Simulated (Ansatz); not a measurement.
# Cl₂HInSe: a ladder of functionals and wavefunction methods

An exercise on one series of results from a longer session: the logs are not shown, and one member is left open.

The runs use Ansatz 0.2.0, Gaussian basis; functionals in def2-TZVPP, the program's frozen cores in correlated methods.

Plan: LDA (SPW92), PBE-D4, revPBE-D4, BLYP-D4, r2SCAN-D4, B97M-V, PBE0-D4, B3LYP-D4, r2SCANh-D4, r2SCAN0-D4, HSE06-D4, BHLYP-D4, CAM-B3LYP-D4, LC-ωPBE, ωB97X-V, ωB97M-V, B2PLYP, PBE-QIDH; CCSD(T)/def2-SVP; CCSD(T)/def2-TZVPP; MP2/def2-QZVPP; extrapolation to the limit; RPA on PBE.

### Structure used throughout

The geometry comes from an earlier relaxation with PBE0-D4 in a triple-zeta def2 set; it is a stationary point. In takes the def2 core potential; no spin-orbit term is included.

5 atoms, charge 0, spin multiplicity 1.

Atoms are counted from 1 here; the program's logs count them from 0.

Bond lengths: Cl1–In2 2.310 Å, In2–Cl3 2.307 Å, In2–Se4 2.472 Å, Se4–H5 1.470 Å. Angles: Cl1–In2–Cl3 116.4°, Cl1–In2–Se4 121.8°, Cl3–In2–Se4 121.8°, In2–Se4–H5 90.1°.

The first run:

Input file in.yaml:

```yaml
crystal:
  periodic: [false, false, false]
  atoms:
    - {symbol: Cl, position_ang: [-0.830579, -0.890753, 2.058247]}
    - {symbol: In, position_ang: [0.338859, -0.482047, 0.108115]}
    - {symbol: Cl, position_ang: [2.051371, -1.946024, -0.388338]}
    - {symbol: Se, position_ang: [-0.217517, 1.420878, -1.369150]}
    - {symbol: H, position_ang: [-1.292235, 1.824247, -0.450273]}
basis:
  gaussian: {orbitals: def2-TZVPP}
hamiltonian: {xc: lda}
output: {orbitals: {seedname: orbitals}}
```

On the command line:

```console
$ ansatz run in.yaml --threads 4 --pin off --events-out ev --progress --plain --max-ram 10444MiB
```

Among the steps run: LDA; PBE-D4 (GGA); revPBE-D4 (GGA); BLYP-D4 (GGA); r2SCAN-D4 (meta-GGA); B97M-V (meta-GGA); B3LYP-D4 (hybrid); r2SCANh-D4 (hybrid); r2SCAN0-D4 (hybrid); HSE06-D4 (hybrid); BHLYP-D4 (hybrid); CAM-B3LYP-D4 (range-separated); LC-ωPBE (range-separated); ωB97X-V (range-separated); ωB97M-V (range-separated); B2PLYP (double hybrid); PBE-QIDH (double hybrid).

One table of the session follows, with a row left open; its other results are not shown here.

It belongs to the step «Frontier levels by functional». 

```
  functional  HOMO (eV)  LUMO (eV)  gap (eV)
 LDA (SPW92)      -6.94      -3.66      3.29
      PBE-D4          ?          ?         ?
   revPBE-D4      -6.71      -3.22      3.49
     BLYP-D4      -6.60      -3.28      3.32
   r2SCAN-D4      -7.07      -3.17      3.90
      B97M-V      -7.10      -3.13      3.97
     PBE0-D4      -7.92      -2.51      5.41
    B3LYP-D4      -7.68      -2.80      4.88
  r2SCANh-D4      -7.49      -2.87      4.62
  r2SCAN0-D4      -8.12      -2.41      5.71
    HSE06-D4      -7.53      -2.88      4.65
    BHLYP-D4      -8.90      -1.64      7.26
CAM-B3LYP-D4      -9.19      -1.58      7.61
     LC-ωPBE     -10.56      -0.35     10.21
     ωB97X-V     -10.21      -0.49      9.71
     ωB97M-V     -10.06      -0.61      9.45
```

**Question.** Estimate the row for PBE-D4.

The run gave: HOMO (eV): -6.77; LUMO (eV): -3.34; gap (eV): 3.43. In the column «HOMO (eV)» it lies between LDA (SPW92) (-6.94) and revPBE-D4 (-6.71).
